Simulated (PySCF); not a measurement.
# Cl3H2OPr (Pr(Cl)3(H2O)): the cost of one run

The runs use PySCF 2.14.0; PBE0, Pr lcecp-1-SVP with ECP48, Cl def2-SVP, O def2-SVP, H def2-SVP; scalar-relativistic core potentials, no spin–orbit coupling.

1 further run of the same task is left out (for a known fault of the program).

## 1. The system as given

7 atoms, charge 0, spin multiplicity 1.

Bond lengths: Pr1–Cl2 2.692 Å, Pr1–Cl3 2.692 Å, Pr1–Cl4 2.692 Å, Pr1–O5 2.535 Å, O5–H6 0.970 Å, O5–H7 0.970 Å. Angles: Cl2–Pr1–Cl3 109.5°, Cl2–Pr1–Cl4 109.5°, Cl2–Pr1–O5 109.5°, Cl3–Pr1–Cl4 109.5°, Cl3–Pr1–O5 109.5°, Cl4–Pr1–O5 109.5°, Pr1–O5–H6 127.5°, Pr1–O5–H7 127.5°, H6–O5–H7 105.1°.

Coordinates:

```
Pr    0.00000    0.00000    0.00000
Cl    1.55440    1.55440    1.55440
Cl   -1.55440   -1.55440    1.55440
Cl    1.55440   -1.55440   -1.55440
O    -1.46360    1.46360   -1.46360
H    -1.80420    2.34870   -1.25970
H    -1.80420    1.25970   -2.34870
```

Formal oxidation states: Pr +3. Each metal's 2 4f electrons lie in its core potential, so multiplicities, spins and levels count the valence alone.

## 2. SCF at the start, singlet

Input file run.py (the lines that set the calculation):

```python
mol = gto.M(atom='''
Pr     0.00000     0.00000     0.00000
Cl     1.55440     1.55440     1.55440
Cl    -1.55440    -1.55440     1.55440
Cl     1.55440    -1.55440    -1.55440
O     -1.46360     1.46360    -1.46360
H     -1.80420     2.34870    -1.25970
H     -1.80420     1.25970    -2.34870''',
    basis={'Pr': 'lcecp-1-SVP', 'Cl': 'def2-SVP', 'O': 'def2-SVP', 'H': 'def2-SVP'},
    ecp={'Pr': 'lcecp-1-SVP'},
    charge=0, spin=0)
mf = dft.RKS(mol, xc='PBE0')
mf.grids.atom_grid = (50, 194)  # f atoms: unpruned, at least (60, 302)
mf = mf.density_fit()  # fitting sets: Pr AutoAux, Cl def2-universal-JKFIT, O def2-universal-JKFIT, H def2-universal-JKFIT
mf.conv_tol = 1e-08; mf.max_cycle = 55
mf.kernel(dm0)  # dm0: free metal ions and neutral atoms
```

On the command line:

```bash
OMP_NUM_THREADS=2 python run.py
```

**Question.** How long does this run take on 2 threads of Intel Xeon Platinum 8259CL at 2.50GHz (Skylake/Cascade Lake), shared host, and how much memory does it need?

About 6.9 s, with a peak of 0.58 GiB.
